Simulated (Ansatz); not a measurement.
# Ti2B (I4/mcm): convergence test of the k-point mesh

How fine a k-point mesh does Ti2B (I4/mcm) need? A script is to give a convergence test of the k-point mesh; the system is Ti2B (I4/mcm).

Program: Ansatz 0.2.0, driven from Python. Level of theory: DFT PBE, plane waves, PAW. These are calculated values, not measurements.

**1. The structure**

The structure is tetragonal, space group I4/mcm (No. 140). The conventional cell has a = 5.658 Å, b = 5.658 Å, c = 4.737 Å, α = 90.00°, β = 90.00°, γ = 90.00°. Ti (site symmetry m2m) is surrounded by 4 B at 2.42 Å and 3 Ti at 2.63 to 2.74 Å. B (site symmetry 422) is surrounded by 2 B at 2.37 Å and 8 Ti at 2.42 Å.

Input file POSCAR_ti2b:

```text
Ti2B
1.0
  -2.82906900    2.82906900    2.36826500
   2.82906900   -2.82906900    2.36826500
   2.82906900    2.82906900   -2.36826500
Ti B
4 2
Direct
   0.66440000    0.16440000    0.82880000
   0.33560000    0.83560000    0.17120000
   0.83560000    0.66440000    0.50000000
   0.16440000    0.33560000    0.50000000
   0.75000000    0.75000000    0.00000000
   0.25000000    0.25000000    0.00000000
```

**2. Script**

The input, kconv_ti2b.py:

```python
import ansatz as az
from ase.io import read

atoms = read("POSCAR_ti2b", format="vasp")
crystal = az.Crystal.from_ase(atoms)

base = (
    crystal.calculation()
    .functional("pbe")
    .occupations("fermi_dirac")
    .basis(470)
    .stress()
)

rows = []
for value in [(2, 2, 2), (3, 3, 3), (4, 4, 4), (5, 5, 5), (6, 6, 6), (8, 8, 8)]:
    data = base.kpoints(*value).run().report
    rows.append((value, data["free_energy_ev"] / len(data["lattice"]["sites"]), data["n_iterations"], sum(data["stress_gpa"][i][i] for i in range(3)) / 3, data["n_kpoints"]))

print("        mesh   F/atom (eV)    iterations       P (GPa)      k-points")
for row in rows:
    print(f"{str(row[0]):>12s}  {row[1]:12.5f}  {row[2]:12d}  {row[3]:12.3f}  {row[4]:12d}")

for row in rows[:-1]:
    shift = 1000 * (row[1] - rows[-1][1])
    print(f"{row[0]}: {shift:+.2f} meV/atom" + ("  (within 1 meV)" if abs(shift) < 1 else ""))
```

**3. Running it**

Launch:

```console
> python kconv_ti2b.py
```

Log:

```text
        mesh   F/atom (eV)    iterations       P (GPa)      k-points
   (2, 2, 2)   -1718.82110             6        -0.712             4
   (3, 3, 3)   -1718.85246             6         0.390             6
   (4, 4, 4)   -1718.83234             6         0.807            13
   (5, 5, 5)   -1718.83517             6         0.895            18
   (6, 6, 6)   -1718.83493             6         0.771            30
   (8, 8, 8)   -1718.83511             6         0.768            59
(2, 2, 2): +14.01 meV/atom
(3, 3, 3): -17.34 meV/atom
(4, 4, 4): +2.78 meV/atom
(5, 5, 5): -0.06 meV/atom  (within 1 meV)
(6, 6, 6): +0.18 meV/atom  (within 1 meV)
```

Wall time 20 s (1 thread of Arm Neoverse V2, shared host); peak memory 0.54 GiB.

**4. The engine's runs**

One row for each of the 6 runs:

```tsv
run	k mesh	energy from run 6 (meV/atom)	pressure (GPa)	SCF cycles	CPU time (s)
1	[2, 2, 2]	14.01	-0.71	6	0.83
2	[3, 3, 3]	-17.34	0.39	6	0.99
3	[4, 4, 4]	2.78	0.81	6	2
4	[5, 5, 5]	-0.06	0.89	6	2.6
5	[6, 6, 6]	0.18	0.77	6	4.3
6	[8, 8, 8]	0.00	0.77	6	8.1
```

Energies are free energies F = E - TS of the smeared occupations. 

**5. Summary of results**

| quantity | value |
| --- | --- |
| runs compared | 6 |
| last run but one, from the last | +0.18 meV/atom |
| within 5 meV/atom of the last run from | [4, 4, 4] |

From 5×5×5 on it stays within 1 meV an atom of the value at 8×8×8; the first row (2×2×2) is off by 14.0 meV and the last but one by 0.18 meV. This holds for F at a smearing of 0.1 eV; a narrower one needs a denser mesh. It goes up and down, since the sum over k-points isn't variational. The pressure moves from -0.71 to 0.77 GPa. Reading the output:
- Pressure is positive in compression.
- The structure comes from a database of computed cells and needn't be a stable or known phase.
- Shifts are counted from the finest mesh, which is itself no proven limit.
